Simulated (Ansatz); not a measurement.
This script drives the Ansatz DFT code, driven from Python.

Script `br2mg_scan.py`:
```python
"""Potential curve of Br2Mg along one bond."""

import warnings

import ansatz as az
import numpy as np


def main() -> None:
    warnings.simplefilter("ignore", az.DeckWarning)

    geometry_ang = [
        ("Br", (-2.0505, 0.9508, -1.0273)),
        ("Mg", (-0.0114, -0.009, -0.0043)),
        ("Br", (2.0509, -1.0065, 1.0183)),
    ]
    br2mg = az.Crystal.molecule()
    for symbol, xyz in geometry_ang:
        br2mg = br2mg.atom(symbol, xyz)

    symbols = [site.symbol for site in br2mg.cartesian_sites]
    start = np.array([site.position_ang for site in br2mg.cartesian_sites])
    axis = (start[2] - start[1]) / np.linalg.norm(start[2] - start[1])
    moving = [2]
    lengths, energies = [2.13, 2.31, 2.51, 2.76, 3.14, 3.76, 4.52, 5.52], []
    for length in lengths:
        xyz = start.copy()
        xyz[moving] += (length - np.linalg.norm(start[2] - start[1])) * axis
        point = az.Crystal.molecule()
        for symbol, place in zip(symbols, xyz):
            point = point.atom(symbol, place.tolist())
        setup = point.calculation()
        setup = setup.basis(gaussian="def2-SVP")
        setup = setup.correlation("mp2")
        report = setup.run(threads=1, pin="off").report
        energies.append(report["free_energy_ev"])
        print(f"r = {length:6.3f} A  E = {energies[-1]:.5f} eV  <S^2> = {abs(report['mean_field']['state']['spin_squared']):.3f}")

    print("energy above the lowest point (eV):", [round(e - min(energies), 3) for e in energies])


if __name__ == "__main__":
    main()
```

It is started by `python br2mg_scan.py`. How long does it take on 1 thread of Arm Neoverse N1, on a shared host, and how much memory does it need?

It took about 37 s, with a peak of 0.42 GiB, for 8 runs of the engine.

```console
$ python br2mg_scan.py
r =  2.130 A  E = -145428.16235 eV  <S^2> = 0.000
r =  2.310 A  E = -145428.50233 eV  <S^2> = 0.000
r =  2.510 A  E = -145428.38520 eV  <S^2> = 0.000
r =  2.760 A  E = -145427.89522 eV  <S^2> = 0.000
r =  3.140 A  E = -145426.93209 eV  <S^2> = 0.000
r =  3.760 A  E = -145425.49519 eV  <S^2> = 0.000
r =  4.520 A  E = -145424.28997 eV  <S^2> = 0.000
r =  5.520 A  E = -145423.54115 eV  <S^2> = 0.000
energy above the lowest point (eV): [0.34, 0.0, 0.117, 0.607, 1.57, 3.007, 4.212, 4.961]
```

Reading the output:
- Total energies depend on the basis set; only differences at equal settings carry meaning.
- The rest of the molecule is held rigid at a force-field or estimated start geometry, and the basis set is modest; single-reference methods fail as a bond breaks.
- The orbitals are restricted, so S² is zero by construction.
- Toward dissociation an unrestricted state can lie under the restricted one, by tenths of an eV for polar bonds under a functional and by 1 to 2 eV or more for others.
- S² is that of the Hartree-Fock reference.
